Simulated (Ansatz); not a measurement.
Write a Python script for Ansatz 0.2.0 through its Python package that makes vertical and adiabatic energies of changing the electron count of AsSe. Level of theory (for the species named): B3LYP, def2-SVP basis, multiplicity 2.

```yaml
atoms:
  - { symbol: As, position_ang: [0.0000, 0.0000, 0.0000] }
  - { symbol: Se, position_ang: [0.0000, 0.0000, 2.2900] }
```

`run_adiabatic.py`
```python
"""How AsSe relaxes after losing an electron."""

import ansatz as az
from ase import Atoms
import numpy as np

BASIS_SET = "def2-SVP"
FUNCTIONAL = "b3lyp"
CHARGE = 1

atoms = Atoms(["As", "Se"], positions=[
    (0.0, 0.0, 0.0),
    (0.0, 0.0, 2.29),
])
mol = az.Crystal.molecule_from_ase(atoms)

setup = (
    mol.calculation()
    .basis(gaussian=BASIS_SET)
    .functional(FUNCTIONAL)
    .spin("collinear", total=1)
)
symbols = [site.symbol for site in mol.cartesian_sites]
start = np.array([site.position_ang for site in mol.cartesian_sites], dtype=float)
rep = setup.relax(force_tolerance=0.01).run(threads=1).report
end = np.array(rep["positions_ang"])

minimum = az.Crystal.molecule()
for symbol, place in zip(symbols, end):
    minimum = minimum.atom(symbol, place.tolist())
ion = minimum.calculation().basis(gaussian=BASIS_SET).functional(FUNCTIONAL).charge(CHARGE)
vertical = ion.run(threads=1).report
settled = ion.relax(force_tolerance=0.01, max_steps=80).run(threads=1).report
print(f"vertical ionisation energy   {vertical['free_energy_ev'] - rep['free_energy_ev']:.3f} eV")
print(f"adiabatic, no zero point     {settled['free_energy_ev'] - rep['free_energy_ev']:.3f} eV")
print(f"relaxation energy of the ion {vertical['free_energy_ev'] - settled['free_energy_ev']:.3f} eV")
ionised = np.array(settled["positions_ang"])
print("final positions (A) and the move of each atom")
for symbol, xyz, old in zip(symbols, ionised, end):
    print(f"{symbol:2s} {xyz[0]:10.5f} {xyz[1]:10.5f} {xyz[2]:10.5f}   {np.linalg.norm(xyz - old):7.4f}")
```

`python run_adiabatic.py` gives:
```text
vertical ionisation energy   7.840 eV
adiabatic, no zero point     7.754 eV
relaxation energy of the ion 0.086 eV
final positions (A) and the move of each atom
As    0.00000    0.00000    0.10223    0.0395
Se   -0.00000   -0.00000    2.18777    0.0395
```

Reading the output:
- The energies are electronic: no zero-point or thermal terms, and the basis set is short of its limit. The product may relax into another structure. The relaxation finds the nearest minimum, so the adiabatic value is an upper bound.
- The species is open-shell (spin multiplicity 2).
- b3lyp holds the VWN-RPA fit, as in Gaussian; the form of ORCA and Turbomole is b3lyp5.
- Only the spin states typed were run; another state of an ion can lie lower, by up to an eV or two.
- The spin state was assumed, and another may lie lower.
- Wall time of the script: 19 s on 1 thread of Intel(R) Xeon(R) 6975P-C (Granite Rapids) (shared host), peak memory 0.25 GiB.

(Lines on the test bed's own set-up are left out of the output.)
